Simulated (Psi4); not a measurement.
# Li2H2S2 ((LiSH)2 ring): MP2/cc-pV(D+d)Z (density fitting, density fitting for correlation, sweep point 2)

Aim: a geometry optimisation of Li2H2S2 ((LiSH)2 ring). The job is set up through a Python script.

The calculation is run with Psi4 1.11.

1 further run of the same task is left out (set aside as unsound or not needed).

## (1) The system as given

Li2H2S2: 6 atoms, total charge 0, spin state singlet. The shape comes from GFN2-xTB, which is rough for such elements, and wasn't checked as a minimum. The run starts from this shape.

Bond lengths: Li1–S2 2.329 Å, S2–Li3 2.329 Å, Li1–S4 2.329 Å, Li3–S4 2.328 Å, S2–H5 1.316 Å, S4–H6 1.316 Å. Angles: Li1–S2–Li3 74.6°, S2–Li1–S4 103.2°, S2–Li3–S4 103.2°, Li1–S4–Li3 74.6°, Li1–S2–H5 116.8°, Li3–S2–H5 116.7°, Li1–S4–H6 116.8°, Li3–S4–H6 116.8°.

## (2) A geometry optimisation at MP2/cc-pV(D+d)Z (density fitting, density fitting for correlation, sweep point 2)

File calc.py:

```python
import psi4

psi4.set_memory('1600 MB')
psi4.set_num_threads(1)
psi4.set_output_file('h2li2s2.out', False)

geom = psi4.geometry("""
0 1
Li     0.647970    -0.742730    -1.015240
S      1.657250     0.241650     0.838350
Li    -0.629030     0.575350     1.127910
S     -1.581330    -0.932830    -0.368780
H      2.388990     1.313420     0.617290
H     -2.483840    -0.454860    -1.199530
symmetry c1
""")

psi4.set_options({
    'basis': 'cc-pV(D+d)Z',
    'puream': True,
    'scf_type': 'df',
    'num_frozen_docc': 10,
    'g_convergence': 'gau_tight',
    'geom_maxiter': 50,
})

e = psi4.optimize('mp2', molecule=geom)
print('E =', round(e, 9))
print(geom.to_string(dtype='xyz', units='Angstrom'))
```

The run is started by

```bash
$ python calc.py
```

h2li2s2.out:

```text
[...]
  Running in c1 symmetry.
[...]
  Nuclear repulsion =  101.033650445997665
[...]
  Multiplicity = 1
[...]
  Nalpha       = 20
  Nbeta        = 20
[...]
    Number of basis functions: 84
[...]
   @DF-RHF iter   1:  -811.17314994131584   -7.10474e-01   4.72769e-03 ADIIS/DIIS
[...]
   @DF-RHF iter   7:  -811.29389909781708    0.00000e+00   4.60537e-11 DIIS
[...]
    Orbital Energies [Eh]
    ---------------------
    Doubly Occupied:
       1A    -91.898520     2A    -91.898520     3A     -8.901894
       4A     -8.901893     5A     -6.584299     6A     -6.584299
       7A     -6.581814     8A     -6.581814     9A     -6.581724
      10A     -6.581723    11A     -2.444314    12A     -2.443814
      13A     -0.898548    14A     -0.894188    15A     -0.499355
      16A     -0.491081    17A     -0.383964    18A     -0.354221
      19A     -0.352947    20A     -0.339740
[...]
  @DF-RHF Final Energy:  -811.29389909781708
   => Energetics <=
    Nuclear Repulsion Energy =             98.1592518878925944
    One-Electron Energy =               -1318.5089557175826940
    Two-Electron Energy =                 409.0558047318728541
    Total Energy =                       -811.2938990978171887
[...]
 Multipole Moments:
 ------------------------------------------------------------------------------------
     Multipole            Electronic (a.u.)      Nuclear  (a.u.)        Total (a.u.)
 ------------------------------------------------------------------------------------
 L = 1.  Multiply by 2.5417464519 to convert [e a0] to [Debye]
 Dipole X            :          0.1744020           -0.2235080           -0.0491059
 Dipole Y            :         -1.5940036            2.0430953            0.4490917
 Dipole Z            :          1.0835737           -1.3889386           -0.3053648
 Magnitude           :                                                    0.5452912
[...]
  -Total Gradient:
     Atom            X                  Y                   Z
    ------   -----------------  -----------------  -----------------
       1        0.000000569991    -0.000000416555    -0.000000324087
       2       -0.000000250160     0.000000543827    -0.000000301267
       3        0.000000074522    -0.000000178625    -0.000000862804
       4       -0.000000274892     0.000000923748     0.000000285148
       5       -0.000000178259    -0.000000401133     0.000000677102
       6        0.000000058780    -0.000000471261     0.000000525911
[...]
    Final optimized geometry and variables:
    Molecular point group: c1
    Full point group: C1
    Geometry (in Angstrom), charge = 0, multiplicity = 1:
    LI           0.604632706543    -0.635685319450    -1.003191745342
    S            1.743066982842     0.600210118615     0.669616618212
    LI          -0.601684212452     0.608835772128     1.021414192338
    S           -1.736287796848    -0.662204820103    -0.627463667590
    H            1.700151573827     1.736426316881    -0.054323060841
    H           -1.935739353637     0.417197035673    -1.409786125854
[...]
```

Standard output:

```text
Optimizer: Optimization complete!
E = -811.597557168
6
0 1 H2Li2S2
Li                    0.604632706543    -0.635685319450    -1.003191745342
S                     1.743066982842     0.600210118615     0.669616618212
Li                   -0.601684212452     0.608835772128     1.021414192338
S                    -1.736287796848    -0.662204820103    -0.627463667590
H                     1.700151573827     1.736426316881    -0.054323060841
H                    -1.935739353637     0.417197035673    -1.409786125854
```

Run time: 37 s. Hardware: 1 thread of Intel Xeon Platinum 8488C (Sapphire Rapids), shared host; peak memory 0.3 GiB.

Steps, from the record of the run:

```
step  energy from the first frame kept (eV)  largest force (eV/Å)
   0                                 0.0000                0.8254
   1                                -0.0423                0.2959
   2                                -0.0774                0.3348
   3                                -0.1363                0.3195
   4                                -0.1702                0.1792
   5                                -0.1853                0.1084
   6                                -0.1881                0.0583
   7                                -0.1887                0.0380
   8                                -0.1891                0.0277
   9                                -0.1893                0.0167
  10                                -0.1893                0.0044
  11                                -0.1893                0.0007
  12                                -0.1893                0.0001
```

After the run. Bond lengths: Li1–S2 2.371 Å, S2–Li3 2.371 Å, Li1–S4 2.371 Å, Li3–S4 2.371 Å, S2–H5 1.348 Å, S4–H6 1.348 Å. Angles: Li1–S2–Li3 68.4°, S2–Li1–S4 111.6°, S2–Li3–S4 111.6°, Li1–S4–Li3 68.4°, Li1–S2–H5 92.6°, Li3–S2–H5 92.6°, Li1–S4–H6 92.6°, Li3–S4–H6 92.6°.

## (3) Outcome

Level: MP2/cc-pV(D+d)Z (density fitting, density fitting for correlation, sweep point 2), 10 core orbitals frozen.

| quantity | value |
| --- | --- |
| total energy at the end | -811.59756 Eh |
| correlation energy (10 core orbitals frozen) | -303.7 mEh |

What this shows: At the final geometry: Bond lengths: Li1–S2 2.371 Å, S2–Li3 2.371 Å, Li1–S4 2.371 Å, Li3–S4 2.371 Å, S2–H5 1.348 Å, S4–H6 1.348 Å. Angles: Li1–S2–Li3 68.4°, S2–Li1–S4 111.6°, S2–Li3–S4 111.6°, Li1–S4–Li3 68.4°, Li1–S2–H5 92.6°, Li3–S2–H5 92.6°, Li1–S4–H6 92.6°, Li3–S4–H6 92.6°. The optimisation took 13 steps and changed the energy by -0.189 eV.
